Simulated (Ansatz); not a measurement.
**UPBE0/aug-cc-pVDZ run of SiH2O2F (SMILES O[Si](O)F)**

Aim: the electronic atomisation energy of SiH2O2F at UPBE0/aug-cc-pVDZ, from 5 runs. 

Program for the calculation: Ansatz 0.2.0.

38 further runs of the same task are left out: 38 set aside as unsound or not needed. Runs told in other sessions of the task aren't counted.

**1. The molecule**

SiH2O2F: 6 atoms, total charge 0, spin state doublet. SMILES: `O[Si](O)F`. Geometry: relaxed at PBE0-D4/def2-TZVP. This is one conformer, not always the lowest.

Bond lengths: O1–Si2 1.630 Å, Si2–O3 1.639 Å, Si2–F4 1.594 Å, O1–H5 0.959 Å, O3–H6 0.959 Å. Angles: O1–Si2–O3 107.8°, O1–Si2–F4 105.4°, O3–Si2–F4 111.3°, Si2–O1–H5 117.1°, Si2–O3–H6 117.8°.

**2. A single-point energy at UPBE0/aug-cc-pVDZ**

File in.yaml:

```yaml
crystal:
  periodic: [false, false, false]
  atoms:
    - {symbol: O, position_ang: [-0.887300, 1.032000, -0.626300]}
    - {symbol: Si, position_ang: [0.382900, 0.026200, -0.446500]}
    - {symbol: O, position_ang: [0.346300, -0.560700, 1.083400]}
    - {symbol: F, position_ang: [0.159400, -1.133900, -1.516300]}
    - {symbol: H, position_ang: [-1.051600, 1.658800, 0.081100]}
    - {symbol: H, position_ang: [1.092300, -1.086600, 1.378500]}
basis:
  gaussian:
    orbitals: aug-cc-pVDZ
magnetization:
  spin_polarized: true
  initial_magnetization: 1
hamiltonian:
  xc: pbe0
accuracy: high
output:
  orbitals: {seedname: orbitals}
```

Started as:

```
$ ansatz run in.yaml --threads 1 --pin off --max-ram 3480MiB --events-out events.jsonl --progress --plain --runs-dir runs
```

The program printed:

```text
Warning: RAYON_NUM_THREADS=1 ignored (pool sized by the plan → 1); use --threads N
Functional definition: PBE0
  name "PBE0"
  parameter a = 0.25
  parameter kappa = 0.804
  parameter beta = 0.06672455060314922
  exchange = (1 - a)*pbe_x(kappa = kappa, mu = beta*pi^2/3) + a*exact_x
  correlation = pbe_c(beta = beta)
2267 factors; integrals over basis functions are off by at most 3.4e-9 eV
mean field evaluation 1: about -14704.6646 eV, gradient 5.3e1 eV
mean field evaluation 2: about -14686.5146 eV, gradient 8.7e1 eV
mean field evaluation 4: about -14714.1799 eV, gradient 4.7e0 eV
mean field evaluation 8: about -14714.3704 eV, gradient 1.4e-1 eV
mean field evaluation 16: about -14714.3705 eV, gradient 7.7e-5 eV
mean field -14714.37049935 eV, -540.7431420925 hartree, gradient 5.3e-8 eV, S^2 0.751607; 0 other end points of the search recorded, 0 dependent functions left out
reference -14714.37050477 eV, -540.7431422919 hartree; 21, 20 occupied and 93, 94 virtual orbitals, 2267 factors
Total energy: -14714.37050477 eV, -540.7431422919 hartree
```

Wall time 30 s (1 thread of Arm Neoverse N1, shared host); peak memory 0.53 GiB.

**3. The F atom**

File molecule.yaml:

```yaml
crystal:
  periodic: [false, false, false]
  atoms:
    - {symbol: F, position_ang: [0.000000, 0.000000, 0.000000]}
basis:
  gaussian:
    orbitals: aug-cc-pVDZ
magnetization:
  spin_polarized: true
  initial_magnetization: 1
hamiltonian:
  xc: {name: PBE0}
accuracy: high
```

Run the same way, it converges to -99.64640 Eh (log not shown).

**4. The H atom**

File job.yaml:

```yaml
crystal:
  periodic: [false, false, false]
  atoms:
    - {symbol: H, position_ang: [0.000000, 0.000000, 0.000000]}
basis:
  gaussian:
    orbitals: aug-cc-pVDZ
accuracy: high
magnetization:
  spin_polarized: true
  initial_magnetization: 1
hamiltonian:
  xc: {name: PBE0}
```

Run the same way, it converges to -0.50065 Eh (log not shown).

**5. The O atom**

File input.yaml:

```yaml
crystal:
  periodic: [false, false, false]
  atoms:
    - {symbol: O, position_ang: [0.000000, 0.000000, 0.000000]}
basis:
  gaussian:
    orbitals: aug-cc-pVDZ
magnetization:
  spin_polarized: true
  initial_magnetization: 2
hamiltonian:
  xc: {name: PBE0}
accuracy: high
```

Run the same way, it converges to -75.00022 Eh (log not shown).

**6. The Si atom**

File molecule.yaml:

```yaml
basis:
  gaussian:
    orbitals: aug-cc-pVDZ
crystal:
  periodic: [false, false, false]
  atoms:
    - {symbol: Si, position_ang: [0.000000, 0.000000, 0.000000]}
magnetization:
  spin_polarized: true
  initial_magnetization: 2
hamiltonian:
  xc: pbe0
accuracy: high
```

Run the same way, it converges to -289.24821 Eh (log not shown).

**7. Outcome**

At UPBE0/aug-cc-pVDZ:

| quantity | value |
| --- | --- |
| molecule: total energy | -540.74314 Eh |
| molecule: HOMO energy (highest over α and β) | -6.52 eV |
| molecule: LUMO energy (lowest over α and β) | -2.51 eV |
| molecule: ⟨S²⟩ | 0.752 |
| F atom: total energy | -99.64640 Eh |
| F atom: ⟨S²⟩ | 0.752 |
| H atom: total energy | -0.50065 Eh |
| H atom: ⟨S²⟩ | 0.750 |
| O atom: total energy | -75.00022 Eh |
| O atom: ⟨S²⟩ | 2.004 |
| Si atom: total energy | -289.24821 Eh |
| Si atom: ⟨S²⟩ | 2.005 |
| electronic atomisation energy | 23.042 eV |

In words: Taking the molecule apart into free atoms costs 23.04 eV (2223 kJ/mol), before zero-point energy and without spin-orbit coupling.
